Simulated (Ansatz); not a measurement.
What does this script print? It uses Ansatz 0.2.0 through its Python package.

The script reads `sr.cif`:
```cif
data_Sr
_cell_length_a 4.217544
_cell_length_b 4.217544
_cell_length_c 4.217544
_cell_angle_alpha 109.47122
_cell_angle_beta 109.47122
_cell_angle_gamma 109.47122
_symmetry_space_group_name_H-M 'P 1'
_symmetry_Int_Tables_number 1
loop_
_symmetry_equiv_pos_as_xyz
'x, y, z'
loop_
_atom_site_label
_atom_site_type_symbol
_atom_site_fract_x
_atom_site_fract_y
_atom_site_fract_z
Sr1 Sr    0.000000    0.000000    0.000000
```

Script `layers.py`:
```python
"""Surface of Sr against the number of layers."""

import ansatz as az
from ase.build import surface
from ase.io import read
import numpy as np
import pandas as pd

atoms = read("sr.cif")
# Miller indices count the vectors of the cell as typed
rows = []
for value in [1, 2, 3, 4]:
    slab = surface(atoms, (1, 0, 0), value, vacuum=8.0)
    slab.pbc = True
    job = (
        az.Crystal.from_ase(slab).calculation()
        .functional("r2SCAN")
        .occupations("fermi_dirac")
        .kpoints(4, 4, 1)
        .electric_field(axis=3, dipole_correction=True)
    )
    data = job.run(threads=1).report
    face = data["work_function"]
    rows.append((value, len(slab), data["free_energy_ev"], face["dipole_moment_e_ang"], face.get("phi_plus_ev"), face.get("phi_minus_ev")))

print(pd.DataFrame(rows, columns=["layers", "atoms", "F (eV)", "dipole (e A)", "phi upper (eV)", "phi lower (eV)"]).round(4).to_string(index=False))
# the slope is the bulk energy, the intercept twice the surface energy
slope, intercept = np.polyfit([row[1] for row in rows[1:]], [row[2] for row in rows[1:]], 1)
area = np.linalg.norm(np.cross(slab.cell[0], slab.cell[1]))
print(f"bulk {slope:.4f} eV/atom, mean surface energy {intercept / (2 * area) * 16.02177:.3f} J/m^2")
```

```console
$ python layers.py
DeckWarning: basis.ecutwfc = 500 eV, auto-derived from the records' recommended cutoffs: set by Sr (their level for a meta-GGA)
RunWarning: efield: at this solve's end the planar-averaged density reaches 1.13e-5 e/Å³ inside the ramp window [0.8986, 0.1014] (bound 1e-5 e/Å³); the window's nearer edge stands 6.03 Å from this [...]
 layers  atoms      F (eV)  dipole (e A)  phi upper (eV)  phi lower (eV)
      1      1  -3554.2706           0.0          2.5599          2.5601
      2      2  -7109.4633           0.0          2.6326          2.6328
      3      3 -10664.6222          -0.0          2.6377          2.6376
      4      4 -14219.7588          -0.0          2.6501          2.6500
bulk -3555.1477 eV/atom, mean surface energy 0.396 J/m^2
```
(Warnings from the package without file and line, shortened, repeats left out.)

What to keep in mind:
- Total energies depend on the potentials; only differences at equal settings carry meaning.
- The density doesn't vanish in the vacuum (a short gap or a low cutoff), which blurs the vacuum level.
- Of the deposited cell: it was measured well above room temperature.
- This isn't the structure that Sr takes at ambient conditions.
- The slabs are thin, unrelaxed cuts of the structure as given, on a modest mesh, so the surface energy isn't converged; Miller indices refer to the cell as typed, and unlike faces give only a mean.
- Timing: 36 s on 1 thread of Intel(R) Xeon(R) Platinum 8488C (Sapphire Rapids) (shared host), peak memory 1.2 GiB.
